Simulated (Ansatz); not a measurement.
# B₃H₃O₆: geometry at several levels

Aim: geometry at several levels, for B₃H₃O₆, with the cost of each level.

Method: the levels named in each step, in Ansatz 0.2.0.

## 1. Starting point

Bond lengths: O1–B2 1.342 Å, B2–O3 1.378 Å, O3–B4 1.365 Å, B4–O5 1.342 Å, B4–O6 1.378 Å, O6–B7 1.365 Å, B7–O8 1.342 Å, B2–O9 1.365 Å, B7–O9 1.378 Å, O1–H10 0.958 Å, O5–H11 0.958 Å, O8–H12 0.958 Å. Angles (14 of 15 angles, heavy atoms first): O1–B2–O3 120.6°, O1–B2–O9 119.6°, O3–B2–O9 119.8°, B2–O3–B4 120.2°, O3–B4–O5 119.6°, O3–B4–O6 119.8°, O5–B4–O6 120.6°, B4–O6–B7 120.2°, O6–B7–O8 119.6°, O6–B7–O9 119.8°, O8–B7–O9 120.6°, B2–O9–B7 120.2°, B2–O1–H10 113.7°, B4–O5–H11 113.7°.

Structure file:

```xyz
12

O    -0.6217    2.6433   -0.0211
B    -0.3183    1.3357   -0.0105
O    -1.3130    0.3848    0.0658
B    -0.9957   -0.9425    0.0760
O    -1.9745   -1.8581    0.1506
O     0.3251   -1.3306    0.0100
B     1.3140   -0.3932   -0.0657
O     2.5963   -0.7852   -0.1295
O     0.9879    0.9459   -0.0757
H    -1.5619    2.8205    0.0282
H    -1.6567   -2.7618    0.1520
H     3.2186   -0.0586   -0.1799
```

## 2. A rough first relaxation, PBE-D4/def2-SVP

This run stands in another session on the same molecule. It ended at:

```xyz
12

O    -0.6139    2.6762   -0.0222
B    -0.3264    1.3458   -0.0103
O    -1.3315    0.3922    0.0665
B    -1.0004   -0.9545    0.0765
O    -2.0069   -1.8677    0.1527
O     0.3279   -1.3503    0.0101
B     1.3268   -0.3913   -0.0665
O     2.6208   -0.8085   -0.1304
O     1.0035    0.9581   -0.0769
H    -1.5757    2.8221    0.0290
H    -1.6512   -2.7746    0.1521
H     3.2269   -0.0475   -0.1804
```

## 3. Relaxation, HF/STO-3G

Input file input.yaml:

```yaml
crystal:
  periodic: [false, false, false]
  atoms:
    - { symbol: O, position_ang: [-0.61389644, 2.67620002, -0.02221512] }
    - { symbol: B, position_ang: [-0.32636708, 1.34579995, -0.01026746] }
    - { symbol: O, position_ang: [-1.33145346, 0.39218049, 0.06652915] }
    - { symbol: B, position_ang: [-1.00041283, -0.95453026, 0.0765118] }
    - { symbol: O, position_ang: [-2.00693413, -1.86771526, 0.15267341] }
    - { symbol: O, position_ang: [0.32790629, -1.35030535, 0.01008944] }
    - { symbol: B, position_ang: [1.32676418, -0.39127574, -0.06647006] }
    - { symbol: O, position_ang: [2.62084606, -0.80848825, -0.13035175] }
    - { symbol: O, position_ang: [1.00351548, 0.95812134, -0.07694521] }
    - { symbol: H, position_ang: [-1.5756702, 2.82207851, 0.02903632] }
    - { symbol: H, position_ang: [-1.65118977, -2.77455673, 0.15208619] }
    - { symbol: H, position_ang: [3.2269019, -0.0474987, -0.18042672] }
basis:
  gaussian: { orbitals: STO-3G }
hamiltonian:
  xc: hf
relax:
  f_tol: 0.002
  max_steps: 150
```

Launch:

```
$ ansatz run input.yaml --threads 4 --pin off --max-ram 10240MiB --backend cpu --events-out ev --progress --plain --runs-dir out
```

The program printed, shortened:

```text
Warning: RAYON_NUM_THREADS=4 ignored (pool sized by the plan → 4); use --threads N
[...]
Functional definition: HF
[...]
747 factors; integrals over basis functions are off by at most 2.9e-5 eV
[...]
mean field -14108.06477057 eV, -518.4618175288 hartree, gradient 2.7e-5 eV, S^2 0.000000; 0 other end points of the search recorded, 0 dependent functions left out
[...]
reference -14108.06477057 eV, -518.4618175288 hartree; 33, 33 occupied and 15, 15 virtual orbitals, 747 factors
relax step   1: F+E_penalty+E_count = -14108.06477057 eV  Δ(F+E_penalty+E_count) = +0.000e0 eV  max|allowed force component| = 8.127e-1 eV/Å  Δτ_max = 0.0000 Å  (25 SCF iters, accepted)
[...]
relax step   5: F+E_penalty+E_count = -14108.13509579 eV  Δ(F+E_penalty+E_count) = -1.034e-5 eV  max|allowed force component| = 1.019e-2 eV/Å  Δτ_max = 0.0013 Å  (26 SCF iters, accepted)
[...]
relax step   6: F+E_penalty+E_count = -14108.13510755 eV  Δ(F+E_penalty+E_count) = -1.176e-5 eV  max|allowed force component| = 8.877e-4 eV/Å  Δτ_max = 0.0009 Å  (25 SCF iters, accepted)
747 factors; integrals over basis functions are off by at most 2.9e-5 eV
mean field -14108.13510755 eV, -518.4644023650 hartree, gradient 8.1e-6 eV, S^2 0.000000; 1 other end points of the search recorded, 0 dependent functions left out
[...]
reference -14108.13510755 eV, -518.4644023650 hartree; 33, 33 occupied and 15, 15 virtual orbitals, 747 factors
Total energy: -14108.13510755 eV, -518.4644023650 hartree
Atom 0 at    -0.599012     2.654036    -0.022585 Å, force     0.000164    -0.000169    -0.000050 eV/Å
Atom 1 at    -0.314002     1.329836    -0.010541 Å, force    -0.000753     0.000466     0.000165 eV/Å
Atom 2 at    -1.311841     0.394193     0.065499 Å, force    -0.000413    -0.000125    -0.000066 eV/Å
Atom 3 at    -0.992783    -0.935848     0.075766 Å, force    -0.000011    -0.000888     0.000177 eV/Å
Atom 4 at    -1.995221    -1.843737     0.151496 Å, force     0.000059     0.000227    -0.000063 eV/Å
Atom 5 at     0.316360    -1.334321     0.010525 Å, force     0.000306    -0.000294    -0.000078 eV/Å
Atom 6 at     1.306788    -0.393986    -0.065194 Å, force     0.000785     0.000428     0.000008 eV/Å
Atom 7 at     2.594235    -0.810295    -0.128824 Å, force    -0.000230    -0.000061    -0.000011 eV/Å
Atom 8 at     0.995485     0.940131    -0.075987 Å, force     0.000094     0.000414    -0.000077 eV/Å
Atom 9 at    -1.570606     2.782450     0.029392 Å, force     0.000531    -0.000408    -0.000024 eV/Å
Atom 10 at    -1.619481    -2.750381     0.149592 Å, force     0.000087     0.000664    -0.000021 eV/Å
Atom 11 at     3.190089    -0.032067    -0.178887 Å, force    -0.000618    -0.000256     0.000041 eV/Å
Dipole moment:    -0.000001    -0.000001    -0.000016 e Å
```

Wall time 5.8 s (4 threads of Arm Neoverse N1, shared host); peak memory 0.11 GiB.

Relaxation path:

```csv
step,energy from step 1 (eV),largest force component (eV/Å)
1,0.0000,0.8127
2,-0.0664,0.2684
3,-0.0700,0.0453
4,-0.0703,0.0318
5,-0.0703,0.0102
6,-0.0703,0.0009
```

Step 1 is the start.

Before: Bond lengths: O1–B2 1.361 Å, B2–O3 1.388 Å, O3–B4 1.387 Å, B4–O5 1.361 Å, B4–O6 1.388 Å, O6–B7 1.387 Å, B7–O8 1.361 Å, B2–O9 1.387 Å, B7–O9 1.388 Å, O1–H10 0.974 Å, O5–H11 0.974 Å, O8–H12 0.974 Å. Angles (14 of 15 angles, heavy atoms first): O1–B2–O3 121.3°, O1–B2–O9 118.4°, O3–B2–O9 120.3°, B2–O3–B4 119.7°, O3–B4–O5 118.4°, O3–B4–O6 120.3°, O5–B4–O6 121.3°, B4–O6–B7 119.7°, O6–B7–O8 118.4°, O6–B7–O9 120.3°, O8–B7–O9 121.3°, B2–O9–B7 119.7°, B2–O1–H10 110.8°, B4–O5–H11 110.8°.

After: Bond lengths: O1–B2 1.355 Å, B2–O3 1.370 Å, O3–B4 1.368 Å, B4–O5 1.355 Å, B4–O6 1.370 Å, O6–B7 1.368 Å, B7–O8 1.355 Å, B2–O9 1.368 Å, B7–O9 1.370 Å, O1–H10 0.981 Å, O5–H11 0.981 Å, O8–H12 0.981 Å. Angles (14 of 15 angles, heavy atoms first): O1–B2–O3 121.0°, O1–B2–O9 118.7°, O3–B2–O9 120.4°, B2–O3–B4 119.6°, O3–B4–O5 118.7°, O3–B4–O6 120.4°, O5–B4–O6 121.0°, B4–O6–B7 119.6°, O6–B7–O8 118.7°, O6–B7–O9 120.4°, O8–B7–O9 121.0°, B2–O9–B7 119.6°, B2–O1–H10 109.6°, B4–O5–H11 109.6°.

## 4. Relaxation, HF/6-31G*

Edit input.yaml of step 3 so:

```diff
@@ -16,3 +16,3 @@
 basis:
-  gaussian: { orbitals: STO-3G }
+  gaussian: { orbitals: "6-31G*" }
 hamiltonian:
```

Launch:

```
$ ansatz run input.yaml --threads 4 --pin off --max-ram 10240MiB --backend cpu --events-out ev --progress --plain --runs-dir out
```

The program printed, shortened:

```text
Warning: RAYON_NUM_THREADS=4 ignored (pool sized by the plan → 4); use --threads N
[...]
[... 1 set-up line as earlier in the session ...]
[...]
1410 factors; integrals over basis functions are off by at most 4.1e-4 eV
[...]
mean field -14299.12399287 eV, -525.4831144436 hartree, gradient 2.1e-5 eV, S^2 0.000000; 0 other end points of the search recorded, 0 dependent functions left out
[...]
reference -14299.12399287 eV, -525.4831144436 hartree; 33, 33 occupied and 108, 108 virtual orbitals, 1410 factors
relax step   1: F+E_penalty+E_count = -14299.12399287 eV  Δ(F+E_penalty+E_count) = +0.000e0 eV  max|allowed force component| = 1.532e0 eV/Å  Δτ_max = 0.0000 Å  (33 SCF iters, accepted)
[...]
relax step   6: F+E_penalty+E_count = -14299.27316952 eV  Δ(F+E_penalty+E_count) = -3.760e-6 eV  max|allowed force component| = 4.079e-3 eV/Å  Δτ_max = 0.0002 Å  (20 SCF iters, accepted)
[...]
Atom 2 at    -1.305841     0.383995     0.065363 Å, force     0.000090     0.000205     0.000023 eV/Å
Atom 3 at    -0.991067    -0.945748     0.075879 Å, force     0.000048     0.000048    -0.000029 eV/Å
Atom 4 at    -1.975422    -1.857068     0.150662 Å, force     0.000014     0.000032     0.000014 eV/Å
Atom 5 at     0.322171    -1.324028     0.009968 Å, force    -0.000221    -0.000025     0.000023 eV/Å
Atom 6 at     1.314490    -0.387558    -0.065771 Å, force    -0.000065     0.000019     0.000040 eV/Å
Atom 7 at     2.595843    -0.786474    -0.129419 Å, force    -0.000035    -0.000004    -0.000008 eV/Å
Atom 8 at     0.983669     0.940034    -0.075333 Å, force     0.000133    -0.000178    -0.000001 eV/Å
Atom 9 at    -1.552287     2.804681     0.027907 Å, force    -0.000130     0.000013    -0.000017 eV/Å
Atom 10 at    -1.647881    -2.745589     0.151106 Å, force     0.000052    -0.000120    -0.000020 eV/Å
Atom 11 at     3.200175    -0.059087    -0.178865 Å, force     0.000076     0.000105    -0.000022 eV/Å
Dipole moment:     0.000001     0.000000     0.000020 e Å
```

Run time: 20 s. Hardware: 4 threads of Arm Neoverse N1, shared host; peak memory 0.38 GiB.

The steps of the relaxation:

| step | E - E(step 1) (eV) | largest force component (eV/Å) |
| --- | --- | --- |
| 1 | 0.0000 | 1.5322 |
| 2 | -0.1331 | 0.4604 |
| 3 | -0.1480 | 0.0860 |
| 4 | -0.1487 | 0.1429 |
| 5 | -0.1492 | 0.0086 |
| 6 | -0.1492 | 0.0041 |
| 7 | -0.1492 | 0.0002 |

Step 1 is the start.

Before: Bond lengths: O1–B2 1.361 Å, B2–O3 1.388 Å, O3–B4 1.387 Å, B4–O5 1.361 Å, B4–O6 1.388 Å, O6–B7 1.387 Å, B7–O8 1.361 Å, B2–O9 1.387 Å, B7–O9 1.388 Å, O1–H10 0.974 Å, O5–H11 0.974 Å, O8–H12 0.974 Å. Angles (14 of 15 angles, heavy atoms first): O1–B2–O3 121.3°, O1–B2–O9 118.4°, O3–B2–O9 120.3°, B2–O3–B4 119.7°, O3–B4–O5 118.4°, O3–B4–O6 120.3°, O5–B4–O6 121.3°, B4–O6–B7 119.7°, O6–B7–O8 118.4°, O6–B7–O9 120.3°, O8–B7–O9 121.3°, B2–O9–B7 119.7°, B2–O1–H10 110.8°, B4–O5–H11 110.8°.

After: Bond lengths: O1–B2 1.344 Å, B2–O3 1.368 Å, O3–B4 1.367 Å, B4–O5 1.344 Å, B4–O6 1.368 Å, O6–B7 1.367 Å, B7–O8 1.344 Å, B2–O9 1.367 Å, B7–O9 1.368 Å, O1–H10 0.947 Å, O5–H11 0.947 Å, O8–H12 0.947 Å. Angles (14 of 15 angles, heavy atoms first): O1–B2–O3 121.2°, O1–B2–O9 119.5°, O3–B2–O9 119.3°, B2–O3–B4 120.7°, O3–B4–O5 119.5°, O3–B4–O6 119.3°, O5–B4–O6 121.2°, B4–O6–B7 120.7°, O6–B7–O8 119.5°, O6–B7–O9 119.3°, O8–B7–O9 121.2°, B2–O9–B7 120.7°, B2–O1–H10 112.5°, B4–O5–H11 112.5°.

## 5. Relaxation, LDA/def2-SVP

Edit input.yaml of step 4 so:

```diff
@@ -16,5 +16,5 @@
 basis:
-  gaussian: { orbitals: "6-31G*" }
+  gaussian: { orbitals: def2-SVP }
 hamiltonian:
-  xc: hf
+  xc: lda
 relax:
```

Launch:

```
$ ansatz run input.yaml --threads 4 --pin off --max-ram 10240MiB --backend cpu --events-out ev --progress --plain --runs-dir out
```

The program printed, shortened:

```text
Warning: RAYON_NUM_THREADS=4 ignored (pool sized by the plan → 4); use --threads N
[...]
Functional definition: SPW92
[...]
1494 factors; their error is unknown
[...]
mean field -14253.21914714 eV, -523.7961424784 hartree, gradient 6.2e-5 eV, S^2 0.000000; 0 other end points of the search recorded, 0 dependent functions left out
[...]
reference -14253.21918246 eV, -523.7961437766 hartree; 33, 33 occupied and 108, 108 virtual orbitals, 1494 factors
relax step   1: F+E_penalty+E_count = -14253.21914714 eV  Δ(F+E_penalty+E_count) = +0.000e0 eV  max|allowed force component| = 7.097e-1 eV/Å  Δτ_max = 0.0000 Å  (28 SCF iters, accepted)
[...]
relax step   5: F+E_penalty+E_count = -14253.26272131 eV  Δ(F+E_penalty+E_count) = -6.337e-5 eV  max|allowed force component| = 2.612e-3 eV/Å  Δτ_max = 0.0021 Å  (22 SCF iters, accepted)
[...]
Atom 2 at    -1.314540     0.391519     0.065680 Å, force     0.000052     0.000076     0.000130 eV/Å
Atom 3 at    -0.994711    -0.942947     0.076022 Å, force     0.000238    -0.000061    -0.000173 eV/Å
Atom 4 at    -1.988708    -1.848685     0.151233 Å, force     0.000025    -0.000092     0.000074 eV/Å
Atom 5 at     0.320019    -1.335311     0.010308 Å, force    -0.000076     0.000004     0.000139 eV/Å
Atom 6 at     1.313901    -0.392110    -0.065647 Å, force    -0.000086     0.000238    -0.000235 eV/Å
Atom 7 at     2.595257    -0.802174    -0.129076 Å, force     0.000079     0.000069     0.000147 eV/Å
Atom 8 at     0.994518     0.943803    -0.076045 Å, force     0.000052    -0.000071     0.000156 eV/Å
Atom 9 at    -1.569135     2.800083     0.028982 Å, force     0.000122     0.000031    -0.000066 eV/Å
Atom 10 at    -1.635486    -2.757910     0.150694 Å, force    -0.000094     0.000092    -0.000040 eV/Å
Atom 11 at     3.204623    -0.042179    -0.179427 Å, force    -0.000040    -0.000128    -0.000083 eV/Å
Dipole moment:     0.000004    -0.000005     0.000084 e Å
```

Run time: 12 s. Hardware: 4 threads of Arm Neoverse N1, shared host; peak memory 0.19 GiB.

The steps of the relaxation:

| step | energy from step 1 (eV) | largest force component (eV/Å) |
| --- | --- | --- |
| 1 | 0.0000 | 0.7097 |
| 2 | -0.0376 | 0.2712 |
| 3 | -0.0434 | 0.0433 |
| 4 | -0.0435 | 0.0269 |
| 5 | -0.0436 | 0.0026 |
| 6 | -0.0436 | 0.0002 |

Step 1 is the start.

Before: Bond lengths: O1–B2 1.361 Å, B2–O3 1.388 Å, O3–B4 1.387 Å, B4–O5 1.361 Å, B4–O6 1.388 Å, O6–B7 1.387 Å, B7–O8 1.361 Å, B2–O9 1.387 Å, B7–O9 1.388 Å, O1–H10 0.974 Å, O5–H11 0.974 Å, O8–H12 0.974 Å. Angles (14 of 15 angles, heavy atoms first): O1–B2–O3 121.3°, O1–B2–O9 118.4°, O3–B2–O9 120.3°, B2–O3–B4 119.7°, O3–B4–O5 118.4°, O3–B4–O6 120.3°, O5–B4–O6 121.3°, B4–O6–B7 119.7°, O6–B7–O8 118.4°, O6–B7–O9 120.3°, O8–B7–O9 121.3°, B2–O9–B7 119.7°, B2–O1–H10 110.8°, B4–O5–H11 110.8°.

After: Bond lengths: O1–B2 1.347 Å, B2–O3 1.374 Å, O3–B4 1.372 Å, B4–O5 1.347 Å, B4–O6 1.374 Å, O6–B7 1.372 Å, B7–O8 1.347 Å, B2–O9 1.372 Å, B7–O9 1.374 Å, O1–H10 0.975 Å, O5–H11 0.975 Å, O8–H12 0.975 Å. Angles (14 of 15 angles, heavy atoms first): O1–B2–O3 121.1°, O1–B2–O9 118.8°, O3–B2–O9 120.0°, B2–O3–B4 120.0°, O3–B4–O5 118.8°, O3–B4–O6 120.0°, O5–B4–O6 121.1°, B4–O6–B7 120.0°, O6–B7–O8 118.8°, O6–B7–O9 120.0°, O8–B7–O9 121.1°, B2–O9–B7 120.0°, B2–O1–H10 111.1°, B4–O5–H11 111.1°.

## 6. Relaxation, PBE-D4/def2-SVP

Edit input.yaml of step 5 so:

```diff
@@ -18,3 +18,4 @@
 hamiltonian:
-  xc: lda
+  xc: pbe
+  dispersion: d4
 relax:
```

Launch:

```
$ ansatz run input.yaml --threads 4 --pin off --max-ram 10240MiB --backend cpu --events-out ev --progress --plain --runs-dir out
```

The program printed, shortened:

```text
Warning: RAYON_NUM_THREADS=4 ignored (pool sized by the plan → 4); use --threads N
[...]
Functional definition: PBE
[...]
1494 factors; their error is unknown
[...]
mean field -14346.09813969 eV, -527.2093824990 hartree, gradient 6.0e-5 eV, S^2 0.000000; 0 other end points of the search recorded, 0 dependent functions left out
[...]
reference -14346.09817712 eV, -527.2093838747 hartree; 33, 33 occupied and 108, 108 virtual orbitals, 1494 factors
relax step   1: F+E_penalty+E_count = -14346.38576464 eV  Δ(F+E_penalty+E_count) = +0.000e0 eV  max|allowed force component| = 1.831e-2 eV/Å  Δτ_max = 0.0000 Å  (28 SCF iters, accepted)
[...]
relax step   4: F+E_penalty+E_count = -14346.38585504 eV  Δ(F+E_penalty+E_count) = -6.496e-7 eV  max|allowed force component| = 2.207e-3 eV/Å  Δτ_max = 0.0002 Å  (20 SCF iters, accepted)
[...]
Atom 2 at    -1.331231     0.393406     0.066838 Å, force    -0.000089    -0.000002    -0.000373 eV/Å
Atom 3 at    -1.001505    -0.953472     0.076779 Å, force     0.000101    -0.000038     0.000325 eV/Å
Atom 4 at    -2.007354    -1.867261     0.152549 Å, force    -0.000103    -0.000036    -0.000042 eV/Å
Atom 5 at     0.326779    -1.350727     0.010600 Å, force     0.000012    -0.000071    -0.000468 eV/Å
Atom 6 at     1.326423    -0.392752    -0.066182 Å, force     0.000016     0.000102     0.000378 eV/Å
Atom 7 at     2.620652    -0.809077    -0.130466 Å, force     0.000077    -0.000070    -0.000016 eV/Å
Atom 8 at     1.004489     0.957346    -0.076617 Å, force     0.000014     0.000054    -0.000354 eV/Å
Atom 9 at    -1.575480     2.818165     0.028602 Å, force     0.000038    -0.000027     0.000176 eV/Å
Atom 10 at    -1.647965    -2.772429     0.151376 Å, force     0.000019     0.000043     0.000114 eV/Å
Atom 11 at     3.223400    -0.045758    -0.180770 Å, force    -0.000036    -0.000007     0.000079 eV/Å
Dipole moment:    -0.000013     0.000002    -0.000204 e Å
```

It took 16 s on 4 threads of Arm Neoverse N1, shared host; peak memory 0.19 GiB.

Step by step:

| step | energy from step 1 (eV) | largest force component (eV/Å) |
| --- | --- | --- |
| 1 | 0.0000 | 0.0183 |
| 2 | 0.0000 | 0.0079 |
| 3 | -0.0001 | 0.0033 |
| 4 | -0.0001 | 0.0022 |
| 5 | -0.0001 | 0.0005 |

Step 1 is the start.

Before: Bond lengths: O1–B2 1.361 Å, B2–O3 1.388 Å, O3–B4 1.387 Å, B4–O5 1.361 Å, B4–O6 1.388 Å, O6–B7 1.387 Å, B7–O8 1.361 Å, B2–O9 1.387 Å, B7–O9 1.388 Å, O1–H10 0.974 Å, O5–H11 0.974 Å, O8–H12 0.974 Å. Angles (14 of 15 angles, heavy atoms first): O1–B2–O3 121.3°, O1–B2–O9 118.4°, O3–B2–O9 120.3°, B2–O3–B4 119.7°, O3–B4–O5 118.4°, O3–B4–O6 120.3°, O5–B4–O6 121.3°, B4–O6–B7 119.7°, O6–B7–O8 118.4°, O6–B7–O9 120.3°, O8–B7–O9 121.3°, B2–O9–B7 119.7°, B2–O1–H10 110.8°, B4–O5–H11 110.8°.

After: Bond lengths: O1–B2 1.361 Å, B2–O3 1.388 Å, O3–B4 1.387 Å, B4–O5 1.361 Å, B4–O6 1.388 Å, O6–B7 1.387 Å, B7–O8 1.361 Å, B2–O9 1.387 Å, B7–O9 1.388 Å, O1–H10 0.974 Å, O5–H11 0.974 Å, O8–H12 0.974 Å. Angles (14 of 15 angles, heavy atoms first): O1–B2–O3 121.2°, O1–B2–O9 118.5°, O3–B2–O9 120.3°, B2–O3–B4 119.7°, O3–B4–O5 118.5°, O3–B4–O6 120.3°, O5–B4–O6 121.2°, B4–O6–B7 119.7°, O6–B7–O8 118.5°, O6–B7–O9 120.3°, O8–B7–O9 121.2°, B2–O9–B7 119.7°, B2–O1–H10 110.6°, B4–O5–H11 110.6°.

## 7. The levels compared

```csv
level,O1–B2 (Å),B2–O3 (Å),B2–O9 (Å),rotational constants (MHz),dipole (D),CPU time
HF/STO-3G,1.3546,1.3700,1.3678,"1878.7, 1878.7, 939.33",0.00,20 s
HF/6-31G*,1.3435,1.3682,1.3665,"1885.1, 1885.1, 942.57",0.00,75 s
LDA/def2-SVP,1.3469,1.3736,1.3723,"1876.2, 1876.1, 938.08",0.00,43 s
PBE-D4/def2-SVP,1.3611,1.3880,1.3867,"1840, 1840, 920.01",0.00,59 s
```

Constants are for the commonest isotopes at the equilibrium geometry; times are CPU times of the relaxations.

## 8. Summary of results

```
                quantity    value
O1–B2 at PBE-D4/def2-SVP  1.361 Å
B2–O3 at PBE-D4/def2-SVP  1.388 Å
B2–O9 at PBE-D4/def2-SVP  1.387 Å
```

The O1–B2 distance spreads over 0.018 Å, from HF/6-31G* (shortest) to PBE-D4/def2-SVP.
